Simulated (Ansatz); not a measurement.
# CH₈GeSSi: how energies converge with the basis set

The task here is to estimate one member of a computed series from the others.

Computed with Ansatz 0.2.0, Gaussian basis. Level: one geometry, several basis sets.

Plan: PBE0-D4/def2-SVP; ωB97M-V/def2-SVP; PBE0-D4/def2-QZVPP; ωB97M-V/def2-QZVPP; the functionals' def2-TZVPP values are taken from earlier runs.

### The geometry

The geometry comes from an earlier relaxation with PBE0-D4 in a triple-zeta def2 set; it is a stationary point, not always the lowest conformer.

SMILES `[SiH3]S[CH2][GeH3]`, 12 atoms, charge 0, spin multiplicity 1.

Atoms are counted from 1 here; the program's logs count them from 0.

Bond lengths: Si1–S2 2.127 Å, Si1–H5 1.484 Å, Si1–H6 1.488 Å, Si1–H7 1.488 Å, S2–C3 1.816 Å, C3–Ge4 1.967 Å, C3–H8 1.092 Å, C3–H9 1.092 Å, Ge4–H10 1.535 Å, Ge4–H11 1.538 Å, Ge4–H12 1.535 Å. Angles: S2–Si1–H5 106.9°, S2–Si1–H6 110.7°, S2–Si1–H7 110.7°, H5–Si1–H6 110.2°, H5–Si1–H7 110.2°, H6–Si1–H7 108.1°, Si1–S2–C3 99.0°, S2–C3–Ge4 109.8°, S2–C3–H8 110.4°, S2–C3–H9 110.4°, Ge4–C3–H8 108.8°, Ge4–C3–H9 108.8°, H8–C3–H9 108.7°, C3–Ge4–H10 109.4°, C3–Ge4–H11 108.7°, C3–Ge4–H12 109.4°, H10–Ge4–H11 109.8°, H10–Ge4–H12 109.9° and more.

Set-up of the first run:

in.yaml reads:

```yaml
crystal:
  periodic: [false, false, false]
  atoms:
    - {symbol: Si, position_ang: [-0.622377, 2.377682, 0.415396]}
    - {symbol: S, position_ang: [-1.195388, 0.392167, -0.086522]}
    - {symbol: C, position_ang: [0.438320, -0.398377, -0.022448]}
    - {symbol: Ge, position_ang: [0.269440, -2.312092, -0.443307]}
    - {symbol: H, position_ang: [-1.859845, 3.196398, 0.413079]}
    - {symbol: H, position_ang: [0.017860, 2.417204, 1.757671]}
    - {symbol: H, position_ang: [0.349445, 2.911776, -0.576294]}
    - {symbol: H, position_ang: [1.112294, 0.062803, -0.747070]}
    - {symbol: H, position_ang: [0.871624, -0.295132, 0.974364]}
    - {symbol: H, position_ang: [-0.319216, -2.473625, -1.851920]}
    - {symbol: H, position_ang: [1.666567, -2.953604, -0.386085]}
    - {symbol: H, position_ang: [-0.651724, -2.980400, 0.587034]}
basis:
  gaussian: {orbitals: def2-SVP}
hamiltonian: {xc: pbe0, dispersion: d4}
output: {orbitals: {seedname: orbitals}}
```

Steps of the session up to this table: PBE0-D4 in def2-SVP; ωB97M-V in def2-SVP; PBE0-D4 in def2-QZVPP; ωB97M-V in def2-QZVPP.

One of the session's tables, all rows but one given; the rest of the session is left out.

It belongs to the step «Density functionals: the series». 

| functional | basis | HOMO (eV) | LUMO (eV) |
| --- | --- | --- | --- |
| PBE0-D4 | def2-SVP | -6.94 | 0.23 |
| PBE0-D4 | def2-TZVPP | -7.04 | -0.08 |
| PBE0-D4 | def2-QZVPP | -7.06 | -0.22 |
| ωB97M-V | def2-SVP | -9.10 | 2.12 |
| ωB97M-V | def2-TZVPP | ? | ? |
| ωB97M-V | def2-QZVPP | -9.26 | 1.32 |

Q: Estimate the row for ωB97M-V, def2-TZVPP from the others.

**Answer.** HOMO (eV): -9.23; LUMO (eV): 1.65. In the column «HOMO (eV)» it lies between ωB97M-V, def2-QZVPP (-9.26) and ωB97M-V, def2-SVP (-9.10).
